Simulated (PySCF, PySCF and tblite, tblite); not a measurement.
**C4H4F2N2: a path driven as rotation about a bond, and NMR exchange**

One table from this session's results is given with a row withheld; the runs are named, their logs left out.

Computed with tblite 0.8.0 (tight binding) and PySCF 2.14.0 (DFT, with response routines of our own); each step states its level. Atoms count from 0 throughout.

## The molecule as given

12 atoms, charge 0, multiplicity 1; geometry from: force field or distance geometry start.

Bonds of the start (Å): C1–C3 1.49, C1–F2 1.35, C1–H8 1.10, C3–C4 1.41, C3–N7 1.35, C4–C5 1.37, C4–H9 1.08, C5–H10 1.08, C5–N6 1.36, F0–C1 1.38, N6–H11 1.02, N6–N7 1.35.

The first run:

The job: settings as JSON, then the geometry in Å.

```
{"job": {"xc": "GFN2-xTB", "basis": "xTB", "kind": "relax"}, "charge": 0, "multiplicity": 1}
F      2.425300    -1.113900     0.053500
C      1.882300     0.150000     0.067800
F      2.329200     0.747400    -1.061700
C      0.391600     0.107400     0.122200
C     -0.475600    -0.513100    -0.803600
C     -1.746800    -0.289700    -0.334500
N     -1.587600     0.417500     0.821100
N     -0.298600     0.671200     1.137700
H      2.319200     0.677300     0.931700
H     -0.201700    -1.040700    -1.709000
H     -2.721700    -0.565000    -0.705200
H     -2.314300     0.750900     1.453900
```

Started as:

```
> OMP_NUM_THREADS=1 python ens_run.py task.json out
```

The driver reads the study from task.json and runs its stages one after another.

Among the steps run: GFN2-xTB relaxation, start minimum; Relaxed scan, rotation; Nudged elastic band, leg 1; Saddle search, leg 1; DFT refinement, start: B3LYP-D3(BJ)/def2-SVP; Shieldings, start: PBE0/pcSseg-1 in tetrahydrofuran; Shieldings, saddle of leg 1: PBE0/pcSseg-1 in tetrahydrofuran; Shieldings, end: PBE0/pcSseg-1 in tetrahydrofuran; Barriers, rates and exchange; Shieldings, start: OPBE/pcSseg-1 in tetrahydrofuran; Single-point energy, saddle of leg 1: OPBE/pcSseg-1 in tetrahydrofuran; Shieldings, end: OPBE/pcSseg-1 in tetrahydrofuran; Second level: OPBE/pcSseg-1 + D3(BJ), IEF-PCM tetrahydrofuran.

One of the session's tables, all rows but one given; the rest of the session is left out.

Barriers by level (kcal/mol; entropies in cal/(mol K)). Zero-point and thermal terms come from xTB in every row. ΔG‡ leaves symmetry out; the rate counts equivalent paths (a factor of 2); effective ΔG‡, where given, is the barrier that would give that rate by Eyring's equation alone:

| level | ΔE‡ | with zero-point | ΔH‡ | ΔG‡ (298 K) | ΔE of reaction |
| --- | --- | --- | --- | --- | --- |
| GFN2-xTB | ? | ? | ? | ? | ? |
| B3LYP-D3(BJ)/def2-SVP | 2.73 | 2.62 | 2.08 | 3.24 | 2.61 |
| PBE0/pcSseg-1 + D3(BJ), IEF-PCM tetrahydrofuran | 2.17 | 2.06 | 1.52 | 2.68 | 1.92 |
| OPBE/pcSseg-1 + D3(BJ), IEF-PCM tetrahydrofuran | 2.16 | 2.05 | 1.51 | 2.67 | 1.73 |

Estimate the missing values for GFN2-xTB.

The run gave: ΔE‡: 2.47; with zero-point: 2.36; ΔH‡: 1.82; ΔG‡ (298 K): 2.98; ΔE of reaction: 2.21. In the column «ΔE‡» it lies between PBE0/pcSseg-1 + D3(BJ), IEF-PCM tetrahydrofuran (2.17) and B3LYP-D3(BJ)/def2-SVP (2.73).
